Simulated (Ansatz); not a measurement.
**CH4ClNOSi: basis-set convergence**

An exercise on one series of results from a longer session: the logs are not shown, and one member is left open.

Program: Ansatz 0.2.0, Gaussian basis. Level of theory: one geometry, several basis sets. These are calculated values, not measurements.

Plan: PBE0-D4/def2-SVP; ωB97M-V/def2-SVP; PBE0-D4/def2-QZVPP; ωB97M-V/def2-QZVPP; the functionals' def2-TZVPP values are taken from earlier runs.

**The relaxed structure**

All runs share one geometry, relaxed beforehand with PBE0-D4 in a triple-zeta def2 set.

SMILES `N[Si@H]1O[C@H]1Cl`, 9 atoms, charge 0, spin multiplicity 1.

Atoms are counted from 1 here; the program's logs count them from 0.

Bond lengths: N1–Si2 1.679 Å, N1–H6 1.006 Å, N1–H7 1.005 Å, Si2–O3 1.665 Å, Si2–C4 1.802 Å, Si2–H8 1.474 Å, O3–C4 1.448 Å, C4–Cl5 1.778 Å, C4–H9 1.085 Å. Angles: Si2–N1–H6 123.0°, Si2–N1–H7 123.0°, H6–N1–H7 113.9°, N1–Si2–O3 121.2°, N1–Si2–C4 121.9°, N1–Si2–H8 109.7°, O3–Si2–C4 49.2°, O3–Si2–H8 116.7°, C4–Si2–H8 125.3°, Si2–O3–C4 70.4°, Si2–C4–O3 60.5°, Si2–C4–Cl5 119.2°, Si2–C4–H9 130.5°, O3–C4–Cl5 113.5°, O3–C4–H9 113.5°, Cl5–C4–H9 108.2°.

As a file:

```
N    -0.4120   -0.7242   -1.3881
Si    0.2640   -0.6107    0.1447
O     1.3611    0.5849    0.5175
C     0.0917    0.8734    1.1528
Cl   -0.7361    2.2926    0.4730
H    -0.7428    0.0758   -1.9010
H    -0.4587   -1.5855   -1.9030
H     0.5554   -1.9601    0.6602
H     0.1660    1.0074    2.2270
```

Set-up of the first run:

Contents of in.yaml:

```yaml
crystal:
  periodic: [false, false, false]
  atoms:
    - {symbol: N, position_ang: [-0.411970, -0.724241, -1.388103]}
    - {symbol: Si, position_ang: [0.264000, -0.610697, 0.144667]}
    - {symbol: O, position_ang: [1.361054, 0.584906, 0.517476]}
    - {symbol: C, position_ang: [0.091687, 0.873406, 1.152773]}
    - {symbol: Cl, position_ang: [-0.736056, 2.292626, 0.472952]}
    - {symbol: H, position_ang: [-0.742779, 0.075782, -1.901031]}
    - {symbol: H, position_ang: [-0.458708, -1.585536, -1.903032]}
    - {symbol: H, position_ang: [0.555411, -1.960069, 0.660183]}
    - {symbol: H, position_ang: [0.165960, 1.007424, 2.227015]}
basis:
  gaussian: {orbitals: def2-SVP}
hamiltonian: {xc: pbe0, dispersion: d4}
output: {orbitals: {seedname: orbitals}}
```

Command:

```console
> ansatz run in.yaml --threads 4 --pin off --events-out ev --progress --plain --max-ram 10444MiB
```

Steps of the session up to this table: PBE0-D4 in def2-SVP; ωB97M-V in def2-SVP; PBE0-D4 in def2-QZVPP; ωB97M-V in def2-QZVPP.

One table of the session follows, with a row left open; its other results are not shown here.

It belongs to the step «Functionals by basis». 

| functional | basis | HOMO (eV) | LUMO (eV) |
| --- | --- | --- | --- |
| PBE0-D4 | def2-SVP | -6.89 | 0.70 |
| PBE0-D4 | def2-TZVPP | -7.09 | 0.11 |
| PBE0-D4 | def2-QZVPP | -7.15 | -0.08 |
| ωB97M-V | def2-SVP | -9.10 | 2.71 |
| ωB97M-V | def2-TZVPP | -9.33 | 1.84 |
| ωB97M-V | def2-QZVPP | ? | ? |

Estimate the missing values for ωB97M-V, def2-QZVPP.

As computed: HOMO (eV): -9.39; LUMO (eV): 1.41. In the column «HOMO (eV)» it is the lowest.
